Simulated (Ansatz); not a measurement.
# C5H11B: the cost of one run

Program: Ansatz 0.2.0. Level of theory: RHF/def2-SVP. These are calculated values, not measurements.

### Step 1. Starting point

Bond lengths (14 of 16 bonds, heavy atoms first): C1–C2 1.300 Å, C2–B3 1.557 Å, B3–C4 1.698 Å, C2–C5 1.514 Å, C5–C6 1.553 Å, C1–H7 1.136 Å, C1–H8 1.030 Å, B3–H9 1.172 Å, C4–H10 1.097 Å, C4–H11 1.055 Å, C4–H12 1.112 Å, C5–H13 1.154 Å, C5–H14 1.072 Å, C6–H15 1.126 Å. Angles (14 of 27 angles, heavy atoms first): C1–C2–B3 116.2°, C1–C2–C5 122.4°, B3–C2–C5 121.4°, C2–B3–C4 121.8°, C2–C5–C6 110.5°, C2–C1–H7 117.6°, C2–C1–H8 125.5°, C2–B3–H9 122.1°, C4–B3–H9 116.0°, B3–C4–H10 106.1°, B3–C4–H11 106.0°, B3–C4–H12 106.7°, C2–C5–H13 110.4°, C2–C5–H14 111.9°.

Coordinates:

```xyz
17

C    -1.9542   -0.7250   -0.3945
C    -0.6948   -0.4074   -0.3493
B     0.2791   -1.5261    0.1228
C     1.9512   -1.2612    0.2536
C    -0.1957    0.9782   -0.6990
C    -0.2352    1.9023    0.5481
H    -2.6903    0.0819   -0.7054
H    -2.3481   -1.6471   -0.1580
H    -0.1036   -2.5764    0.4734
H     2.3749   -2.1850    0.6669
H     2.2851   -1.0280   -0.7201
H     2.0877   -0.4245    0.9734
H    -0.8770    1.4617   -1.4955
H     0.8135    0.9595   -1.0595
H     0.4095    1.4574    1.3566
H    -1.2688    2.0130    0.9464
H     0.1477    2.9263    0.2804
```

### Step 2. Relaxing end A

input.yaml

```yaml
crystal:
  periodic: [false, false, false]
  atoms:
    - { symbol: C, position_ang: [-1.9542, -0.725, -0.3945] }
    - { symbol: C, position_ang: [-0.6948, -0.4074, -0.3493] }
    - { symbol: B, position_ang: [0.2791, -1.5261, 0.1228] }
    - { symbol: C, position_ang: [1.9512, -1.2612, 0.2536] }
    - { symbol: C, position_ang: [-0.1957, 0.9782, -0.699] }
    - { symbol: C, position_ang: [-0.2352, 1.9023, 0.5481] }
    - { symbol: H, position_ang: [-2.6903, 0.0819, -0.7054] }
    - { symbol: H, position_ang: [-2.3481, -1.6471, -0.158] }
    - { symbol: H, position_ang: [-0.1036, -2.5764, 0.4734] }
    - { symbol: H, position_ang: [2.3749, -2.185, 0.6669] }
    - { symbol: H, position_ang: [2.2851, -1.028, -0.7201] }
    - { symbol: H, position_ang: [2.0877, -0.4245, 0.9734] }
    - { symbol: H, position_ang: [-0.877, 1.4617, -1.4955] }
    - { symbol: H, position_ang: [0.8135, 0.9595, -1.0595] }
    - { symbol: H, position_ang: [0.4095, 1.4574, 1.3566] }
    - { symbol: H, position_ang: [-1.2688, 2.013, 0.9464] }
    - { symbol: H, position_ang: [0.1477, 2.9263, 0.2804] }
basis:
  gaussian: { orbitals: def2-SVP }
hamiltonian:
  xc: hf
relax:
  f_tol: 0.02
  max_steps: 50
```

The run is started by

```console
> ansatz run input.yaml --threads 2 --pin off --max-ram 3072MiB --backend cpu --events-out ev --progress --plain --runs-dir out
```

Q: Estimate wall time and peak memory on 2 threads of Intel Xeon 6975P-C (Granite Rapids), shared host.

About 59 s, with a peak of 0.39 GiB.
